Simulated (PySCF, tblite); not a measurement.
# C3H6FO2S2 radical: geometry, infrared bands and EPR parameters

What infrared bands and EPR parameters should C3H6FO2S2 radical (`CS(=O)(=O)[CH]SCF`) show?

Computed with tblite 0.8.0 and PySCF 2.14.0, with density-fitted response routines of our own, on a single molecule in the gas phase. Atoms are numbered from 0 throughout.

**1. The starting structure**

14 atoms, charge 0, multiplicity 2; geometry from: force field or distance geometry start.

Bonds of the start (Å): C0–S1 1.77, S1–O2 1.45, S1–O3 1.45, S1–C4 1.75, C4–S5 1.73, S5–C6 1.81, C6–F7 1.36, C0–H8 1.09, C0–H9 1.10, C0–H10 1.08, C4–H11 1.08, C6–H12 1.09, C6–H13 1.09.

**2. Relaxing the molecule with GFN2-xTB**

Job settings and geometry (Å):

```
{"job": {"kind": "relax", "xc": "GFN2-xTB", "basis": "xTB"}, "charge": 0, "multiplicity": 2}
C     -1.760400     0.292500     0.564800
S     -0.909000     0.022200    -0.968400
O     -0.159400     1.222100    -1.276800
O     -1.873800    -0.506500    -1.908100
C      0.189000    -1.271700    -0.532200
S      1.909800    -1.214400    -0.367000
C      2.175600     0.405200     0.393700
F      1.281500     0.586600     1.404700
H     -2.524300     1.056000     0.387600
H     -2.253400    -0.635400     0.882200
H     -1.076200     0.643800     1.325900
H     -0.261600    -2.257900    -0.564200
H      3.171000     0.439100     0.845100
H      2.090600     1.218100    -0.323900
```

Run with:

```
$ OMP_NUM_THREADS=1 python probes_run.py task.json out
```

One launch serves the whole session: the jobs run in the order shown.

What it wrote:

```text
step      E/eV     max force
  0    -781.84954    1.259
  1    -781.90390    0.484
  2    -781.92423    0.352
  3    -781.93410    0.288
  4    -781.94551    0.290
  5    -781.95172    0.233
  6    -781.95960    0.240
  7    -781.96689    0.231
  8    -781.97346    0.280
  9    -781.97950    0.211
 10    -781.98413    0.171
 11    -781.98788    0.163
 12    -781.99143    0.163
 13    -781.99516    0.183
 14    -781.99872    0.140
 15    -782.00113    0.119
 16    -782.00244    0.095
 17    -782.00345    0.104
 18    -782.00466    0.109
 19    -782.00599    0.096
 20    -782.00719    0.081
 21    -782.00823    0.084
 22    -782.00934    0.100
 23    -782.01054    0.106
 24    -782.01154    0.075
 25    -782.01207    0.044
 26    -782.01234    0.034
 27    -782.01258    0.046
 28    -782.01289    0.050
 29    -782.01325    0.051
 30    -782.01357    0.044
 31    -782.01386    0.043
 32    -782.01419    0.051
 33    -782.01465    0.058
 34    -782.01533    0.072
 35    -782.01630    0.081
 36    -782.01740    0.079
 37    -782.01838    0.083
 38    -782.01932    0.093
 39    -782.02023    0.088
 40    -782.02093    0.070
 41    -782.02148    0.059
 42    -782.02203    0.053
 43    -782.02273    0.069
 44    -782.02359    0.101
 45    -782.02397    0.117
 46    -782.02495    0.059
 47    -782.02528    0.051
 48    -782.02559    0.040
 49    -782.02577    0.044
 50    -782.02609    0.043
 51    -782.02626    0.029
 52    -782.02636    0.025
 53    -782.02641    0.018
 54    -782.02646    0.018
 55    -782.02651    0.019
 56    -782.02656    0.024
 57    -782.02662    0.023
 58    -782.02669    0.024
 59    -782.02677    0.028
 60    -782.02685    0.022
 61    -782.02693    0.027
 62    -782.02701    0.025
 63    -782.02711    0.027
 64    -782.02721    0.027
 65    -782.02727    0.020
 66    -782.02732    0.017
 67    -782.02738    0.021
 68    -782.02746    0.023
 69    -782.02753    0.020
 70    -782.02757    0.012
 71    -782.02759    0.013
 72    -782.02762    0.014
 73    -782.02766    0.019
 74    -782.02771    0.021
 75    -782.02776    0.018
 76    -782.02779    0.016
 77    -782.02782    0.016
 78    -782.02786    0.018
 79    -782.02790    0.019
 80    -782.02792    0.014
 81    -782.02793    0.009
```

Run time: 0.48 s. Hardware: 1 thread of Arm Neoverse V2, shared host.

Relaxation path: (not every step is listed)

```csv
step,energy from step 0 (eV),largest force (eV/Å)
0,0.0000,1.2586
1,-0.0544,0.4845
2,-0.0747,0.3521
3,-0.0846,0.2884
4,-0.0960,0.2896
5,-0.1022,0.2334
6,-0.1101,0.2398
7,-0.1173,0.2306
8,-0.1239,0.2804
14,-0.1492,0.1396
20,-0.1576,0.0809
26,-0.1628,0.0343
32,-0.1646,0.0507
38,-0.1698,0.0930
44,-0.1740,0.1008
50,-0.1765,0.0426
56,-0.1770,0.0241
62,-0.1775,0.0251
68,-0.1779,0.0230
74,-0.1782,0.0206
76,-0.1782,0.0157
77,-0.1783,0.0162
78,-0.1783,0.0184
79,-0.1784,0.0190
80,-0.1784,0.0137
81,-0.1784,0.0086
```

Close pairs (by a distance rule), those that changed most:

```csv
bond,before (Å),after (Å),change (Å)
C4–S5,1.730,1.694,-0.035
C0–S1,1.774,1.809,+0.035
S5–C6,1.809,1.830,+0.021
S1–C4,1.752,1.770,+0.018
C0–H9,1.098,1.082,-0.016
C0–H8,1.094,1.083,-0.012
C4–H11,1.085,1.074,-0.011
S1–O3,1.447,1.436,-0.011
```

The final coordinates are the input of the step that follows.

**3. Harmonic vibrations with GFN2-xTB**

Job settings and geometry (Å):

```
{"job": {"kind": "ir", "xc": "GFN2-xTB", "basis": "xTB"}, "charge": 0, "multiplicity": 2}
C     -1.721613     0.397268     0.581883
S     -0.859495    -0.035474    -0.948424
O     -0.077631     1.102445    -1.373518
O     -1.822118    -0.577319    -1.866509
C      0.212676    -1.369335    -0.496897
S      1.893750    -1.217127    -0.349128
C      2.051235     0.418384     0.457276
F      1.421124     0.410037     1.664638
H     -2.394927     1.214697     0.356168
H     -2.276363    -0.476804     0.895428
H     -0.996257     0.691913     1.328612
H     -0.123940    -2.331238    -0.834823
H      3.114541     0.598436     0.624501
H      1.578342     1.173645    -0.175871
```

What it wrote:

```text
mode    cm-1     km/mol
  1      62.7      3.34
  2      81.1      4.98
  3      89.6      8.54
  4     124.5      0.21
  5     184.1      3.09
  6     231.5      9.84
  7     248.3      1.51
  8     284.1      0.63
  9     319.7      2.13
 10     380.2     27.66
 11     429.4     79.99
 12     459.3     48.89
 13     505.2    112.65
 14     659.7     13.80
 15     685.4     10.79
 16     736.0    193.85
 17     850.8    100.86
 18     867.3     13.27
 19     883.8      3.82
 20     934.7     33.90
 21    1030.4    110.08
 22    1087.1    217.91
 23    1122.4     82.61
 24    1179.1     15.59
 25    1222.6    104.96
 26    1241.5    329.28
 27    1277.3     36.53
 28    1369.8      3.10
 29    1419.0      6.38
 30    1428.1     10.84
 31    2953.6     14.62
 32    2991.2      2.55
 33    3067.9      0.39
 34    3085.1      1.03
 35    3094.4      1.38
 36    3132.1      1.03
```

Run time: 0.44 s. Hardware: 1 thread of Arm Neoverse V2, shared host.

The strongest bands and the atoms that carry them (share of the mass-weighted mode):

```csv
cm⁻¹,km/mol,atoms
505,112.7,"H11 32 %, O2 16 %, C4 15 %, S1 14 %"
736,193.8,"S1 34 %, C0 23 %, C4 20 %"
851,100.9,"H8 45 %, H9 18 %, C0 17 %"
1030,110.1,"C6 55 %, F7 41 %"
1087,217.9,"O2 30 %, O3 26 %, S1 18 %, H11 16 %"
1122,82.6,"H11 43 %, C4 24 %, O2 13 %"
1223,105.0,"H12 37 %, H13 24 %, S1 13 %, O3 12 %"
1242,329.3,"S1 31 %, O3 23 %, O2 14 %, H12 13 %"
```

**4. g tensor and hyperfine couplings: B3LYP/pcH-1**

The job, as its differences from that of step 3:

```diff
@@ -1,2 +1,2 @@
-{"job": {"kind": "ir", "xc": "GFN2-xTB", "basis": "xTB"}, "charge": 0, "multiplicity": 2}
+{"job": {"kind": "epr", "basis": "pcH-1"}, "charge": 0, "multiplicity": 2}
 C     -1.721613     0.397268     0.581883
```

Method: UKS B3LYP, pcH-1 on C F H O S, non-relativistic, mean-field spin-orbit, GIAO.

What it wrote:

```text
UKS, coarse grid
  cycle   1  E = -1164.19389441  |g| = 9.47e-01
  cycle   2  E = -1162.89406090  |g| = 2.02e+00
  cycle   3  E = -1164.44925811  |g| = 3.04e-01
  cycle   4  E = -1164.48643786  |g| = 1.32e-01
  cycle   5  E = -1164.49257866  |g| = 5.25e-02
  cycle   6  E = -1164.49369949  |g| = 1.30e-02
  cycle   7  E = -1164.49375115  |g| = 8.32e-03
  cycle   8  E = -1164.49378229  |g| = 2.66e-03
  cycle   9  E = -1164.49378728  |g| = 1.06e-03
  cycle  10  E = -1164.49378757  |g| = 4.32e-04
UKS, final grid
  cycle   1  E = -1164.49386984  |g| = 6.07e-04
  cycle   2  E = -1164.49386943  |g| = 1.12e-03
  cycle   3  E = -1164.49387003  |g| = 1.13e-04
  cycle   4  E = -1164.49387004  |g| = 3.21e-05
  cycle   5  E = -1164.49387004  |g| = 1.92e-05
E = -1164.49387004 Eh   <S^2> = 0.7544 (exact 0.7500)
g shifts (ppm)      1          2          3
  rmc          -188       -188       -188
  gc             15         57         43
  oz_so         112       2136       5284
  total         -61       2006       5140
hyperfine (MHz)  atom isotope    a_iso     a_fc   dipolar eigenvalues
    0   13C       0.28       0.29     -1.37     -0.80      2.16
    1   33S       6.43       6.42     -1.48     -0.24      1.72
    2   17O      -2.64      -2.61     -7.00      3.10      3.90
    3   17O      -5.13      -5.15    -12.75      5.82      6.93
    4   13C     123.46     123.16    -61.98    -61.70    123.67
    5   33S       9.47       9.87    -29.37    -25.99     55.36
    6   13C      18.99      19.00     -1.54     -1.05      2.58
    7   19F      31.25      30.77    -20.46    -17.55     38.00
    8    1H      14.06      14.06     -1.32     -1.01      2.33
    9    1H       2.70       2.70     -2.63     -2.19      4.82
   10    1H       2.51       2.51     -2.53     -2.10      4.63
   11    1H     -45.68     -45.77    -28.41     -2.70     31.10
   12    1H       0.15       0.15     -2.57     -1.83      4.40
   13    1H       7.71       7.71     -2.72     -2.17      4.88
```

Run time: 1.8 min. Hardware: 1 thread of Arm Neoverse V2, shared host; peak memory 0.96 GiB.

Principal g values 2.00226, 2.00433, 2.00746; g(iso) = 2.00468, against 2.00232 for a free electron.

Hyperfine couplings; where a row names several nuclei, a(iso) is their mean (it holds for fast rotation or exchange) and the dipolar term the largest among them:

```csv
nuclei,isotope,a(iso) (MHz),"a(iso) (G, at g = 2.0023)",largest dipolar term (MHz)
C4,13C,123.5,44.1,123.7
H11,1H,-45.7,-16.3,31.1
F7,19F,31.3,11.2,38.0
C6,13C,19.0,6.8,2.6
S5,33S,9.5,3.4,55.4
S1,33S,6.4,2.3,1.7
"H8, H9, H10",1H,6.4,2.3,4.8
"H12, H13",1H,3.9,1.4,4.9
"O2, O3",17O,-3.9,-1.4,-12.7
C0,13C,0.3,0.1,2.2
```

Mulliken spin populations:

C0 0.00; S1 0.00; O2 0.01; O3 0.03; C4 0.73; S5 0.24; C6 0.01; F7 0.01; H8 0.01; H9 0.00; H10 0.00; H11 -0.03; H12 0.00; H13 0.00

In first order the couplings over 0.8 MHz of 1H, 19F give 48 distinct lines over 37.1 G, if the averaged nuclei exchange fast; the same motion can average rows kept apart here too.

Orbitals, density, ELF and potential are computed afterwards from the orbital file.

ELF in a plane through or near 5 of the atoms.

Ten even steps from '0' (0.00) to '9' (1.00):
```
0000000000000000000000000000
0000000000000000000000000000
0000000000000000000000000000
0000000000000000000000000000
0000000000000002100000000000
0000000035530059941110000000
0000000168871089973321000000
0000330156783069954631000000
0001785247761027725862000000
0001687544200001368872000000
0000122357412432223310000000
0000000463467777210000000000
0000004726376426200100000000
0000026872265578400110000000
0000016898633999700000000000
0000002565201899700000000000
0000000121000367300000000000
0000000000000000000000000000
0000000000000000000000000000
0000000000000000000000000000
```
The map spans 11.6 Å across and 9.8 Å up, centred on the molecule. Atoms in the plane (x, y in Å): C4 (-0.1, -1.4), S5 (-1.8, -1.4), F7 (-1.6, 1.2), H10 (0.8, 1.5), H11 (0.3, -2.3).

log10 of the density (e/Å³) in the same plane.

Ten even steps from '0' (-4.0) to '9' (1.9):
```
0000000000000000000000000000
0000000000000000000000000000
0000000000000000000000000000
0000000001100111222110000000
0000000123322223333221000000
0000112345543345544433210000
0001123456764456665543210000
0002344568865456776654310000
0012345567765456677654310000
0012345666654445666654210000
0002345566655555555543210000
0001234567666666554432100000
0001234669877986544433100000
0001234667666776544432100000
0000234566655666543322000000
0000123444444555432210000000
0000012333333444321000000000
0000000111111222100000000000
0000000000000000000000000000
0000000000000000000000000000
```
The map spans 11.6 Å across and 9.8 Å up, centred on the molecule. Atoms in the plane (x, y in Å): C4 (-0.1, -1.4), S5 (-1.8, -1.4), F7 (-1.6, 1.2), H10 (0.8, 1.5), H11 (0.3, -2.3).

On the surface of density 0.002 e/bohr³ the electrostatic potential runs, from the 1st to the 99th percentile, from -1.68 V near O3 to 1.57 V near H12.

The spin density lies nearest to C4 54 %; S5 26 %; H11 7 %.

**5. Outcome**

| quantity | value |
| --- | --- |
| strongest single infrared mode (GFN2-xTB) | 1242 cm⁻¹, 329 km/mol |
| zero-point energy (GFN2-xTB) | 56.8 kcal/mol |
| g(iso) (B3LYP) | 2.00468 |
| ⟨S²⟩ | 0.754 (exact 0.75) |
| largest a(iso) (averaged by class) | 13C on C4, 123.5 MHz |
| potential on the surface of density 0.002 e/bohr³, 1st and 99th percentile | -1.68 V and 1.57 V |

In words: The optimisation took 81 steps and gained 0.178 eV; among the close pairs (by a distance rule), C4–S5 changed most, from 1.730 to 1.694 Å. No mode is imaginary among the 36: a minimum at this level. The strongest single mode, at 1242 cm⁻¹, is carried by S1, O3, O2, H12. GFN2-xTB is a fitted tight-binding method: band positions and strengths are rough. Its intensities can rank the bands wrongly. C4 carries the largest spin population, 0.73 e. The isotropic g lies 2.4 ppt above the free-electron value.
